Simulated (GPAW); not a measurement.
# CHBFN (SMILES N#CBF) at r2SCAN-D4/plane waves (scalar-relativistic datasets, plane-wave cutoff 340 eV)

Aim: a geometry optimisation of CHBFN. Input form: an ASE script.

The calculation is run with GPAW 26.7.0.

2 further runs of the same task are left out: 1 that didn't finish, 1 set aside as unsound or not needed. Runs told in other sessions of the task aren't counted.

## Step 1: Starting point

CHBFN: 5 atoms, total charge 0, spin state singlet. As SMILES, `N#CBF`. All atoms were displaced at random from a relaxed shape. The run starts from this shape.

Bond lengths: N1–C2 1.105 Å, C2–B3 1.567 Å, B3–F4 1.347 Å, B3–H5 1.168 Å. Angles: N1–C2–B3 175.8°, C2–B3–F4 115.3°, C2–B3–H5 123.3°, F4–B3–H5 121.2°.

## Step 2: A structure relaxation at r2SCAN-D4/plane waves (scalar-relativistic datasets, plane-wave cutoff 340 eV)

Contents of gs.xyz:

```xyz
5

N      0.670705    -1.323430     1.446366
C      0.306673    -0.586817     0.706781
B     -0.135206     0.411278    -0.417089
F     -1.265242     0.079602    -1.070324
H      0.413045     1.420612    -0.629523
```

Contents of relax.py:

```python
from ase.calculators.mixing import SumCalculator
from ase.io import read, write
from ase.optimize import GPMin
from dftd4.ase import DFTD4
from gpaw import GPAW, PW

# Atomic positions
mol = read("gs.xyz")
mol.center(vacuum=4.5)

# GPAW settings
gpaw_calc = GPAW(mode=PW(340),
                 xc="MGGA_X_R2SCAN+MGGA_C_R2SCAN",
                 eigensolver="davidson",
                 mixer={"name": "pulay", "beta": 0.1, "nmaxold": 5, "weight": 1.0},
                 maxiter=60,
                 symmetry="off",
                 txt="-")
mol.calc = SumCalculator([DFTD4(method="r2SCAN"), gpaw_calc])

opt = GPMin(mol, trajectory="gs.traj")
converged = opt.run(fmax=0.05, steps=60)
print("Converged:", converged)
print(f"Final energy            {mol.get_potential_energy():.5f} eV")
print(f"r(B2-C1)                {mol.get_distance(2, 1):.4f} Ang")
print(f"r(C1-N0): {mol.get_distance(1, 0):.4f} Ang")
write("relaxed.xyz", mol)
```

On the command line:

```sh
OMP_NUM_THREADS=1 python relax.py
```

What it wrote:

```text
[...]
  mode=PW(ecut=340.0),
[...]
Number of symmetries: 1
[...]
  Number of IBZ points: 1
[...]
Cutoff: 340.0 eV
Spin-components: 1 (collinear spins)
Bands:           16
[...]
  Valence electrons: 20.0
[...]
  Grid points: [48 50 49]
  Charge: 0.0  # |e|
[...]
    cutoffs:
[...]
occupation numbers:
  # Zero width
[...]
xc functional:
  name: MGGA_X_R2SCAN+MGGA_C_R2SCAN with 2 nearest neighbor stencil
[...]
|iter     |     time |      energy | eigst |  dens |
[...]
|iter:   1| 00:00:06 |  -36.677695 | +0.44 |       |
[...]
Converged in 18 steps
[...]
dipole moment: (-0.011821, 0.399409, -0.302145)  # |e|*Ang
Fermi level: -6.058
[...]
Converged in 19 steps
[...]
Converged in 11 steps
[...]
Converged in 11 steps
[...]
Converged in 11 steps
[...]
|iter:   8| 00:09:09 |  -28.117052c| -7.70c| -4.37c|
Converged in 8 steps
[...]
Energy contributions relative to reference atoms: (reference = -5905.410134)
Energy contributions:
  Kinetic:          -5.571207
  Coulomb:           6.414431
  Zero:              0.179076
  External:          0.000000
  Xc:              -29.139353
  Entropy:           0.000000
  Spinorbit:         0.000000
  ----------------------------
  Free energy:     -28.117052
  Extrapolated:    -28.117052
dipole moment: (-0.027762, 0.367963, -0.280752)  # |e|*Ang
Fermi level: -6.070
Eigenvalues  # (at kpt = [0.000, 0.000, 0.000])
| band index |      eig [eV] | occ [0-2] |
|------------|---------------|-----------|
|          0 |       -33.402 |     2.000 |
|        ... |               |           |
|          2 |       -16.141 |     2.000 |
|          3 |       -13.899 |     2.000 |
|          4 |       -12.554 |     2.000 |
|          5 |       -12.189 |     2.000 |
|          6 |       -10.179 |     2.000 |
|          7 |        -9.213 |     2.000 |
|          8 |        -9.106 |     2.000 |
|          9 |        -8.842 |     2.000 |
|         10 |        -3.297 |     0.000 |
|         11 |        -0.987 |     0.000 |
[...]
Gap: 5.545 eV
Transition (v -> c):
[...]
Forces  # eV/Ang
|        x |        y |        z |
|----------|----------|----------|
|  0.03727 | -0.00774 |  0.00688 |  # N    0
|  0.00375 | -0.01141 | -0.00780 |  # C    1
|  0.01855 |  0.00221 |  0.01744 |  # B    2
| -0.00964 | -0.00269 |  0.01150 |  # F    3
|  0.00013 | -0.00956 |  0.00156 |  # H    4
Force computation time: 0.729  # s
GPMin:   11 hh:mm:ss      -28.131918        0.037984
Converged: True
Final energy            -28.13192 eV
r(B2-C1)                1.5370 Ang
r(C1-N0): 1.1788 Ang
```

Run time: 9.2 min. Hardware: 1 thread of Intel Xeon at 2.70GHz, shared host; peak memory 0.43 GiB.

Step by step:

| step | energy from the first frame kept (eV) | largest force (eV/Å) |
| --- | --- | --- |
| 0 | 0.0000 | 10.2315 |
| 1 | -0.1727 | 5.3519 |
| 2 | -0.2674 | 3.3266 |
| 3 | -0.3783 | 1.4515 |
| 4 | -0.4159 | 0.6835 |
| 5 | -0.4243 | 0.1037 |
| 6 | -0.4252 | 0.0689 |
| 7 | -0.4261 | 0.0551 |
| 8 | -0.4265 | 0.0768 |
| 9 | -0.4266 | 0.1900 |
| 10 | -0.4275 | 0.0597 |
| 11 | -0.4278 | 0.0380 |

After the run. Bond lengths: N1–C2 1.179 Å, C2–B3 1.537 Å, B3–F4 1.322 Å, B3–H5 1.193 Å. Angles: N1–C2–B3 179.7°, C2–B3–F4 116.5°, C2–B3–H5 123.0°, F4–B3–H5 120.4°.

## Step 3: Outcome

At r2SCAN-D4/plane waves (scalar-relativistic datasets, plane-wave cutoff 340 eV):

| quantity | value |
| --- | --- |
| energy as printed (from the program's reference atoms) | -28.1319 eV |
| dipole moment | 2.23 D |
| HOMO energy (shifted to the vacuum level, unlike the log) | -9.12 eV |
| LUMO energy (shifted to the vacuum level, unlike the log) | -3.58 eV |
| HOMO–LUMO gap | 5.54 eV |
| dispersion energy | -1.43 kJ/mol |

In words: At the final geometry: Bond lengths: N1–C2 1.179 Å, C2–B3 1.537 Å, B3–F4 1.322 Å, B3–H5 1.193 Å. Angles: N1–C2–B3 179.7°, C2–B3–F4 116.5°, C2–B3–H5 123.0°, F4–B3–H5 120.4°. The optimisation took 11 steps and changed the energy by -0.428 eV.
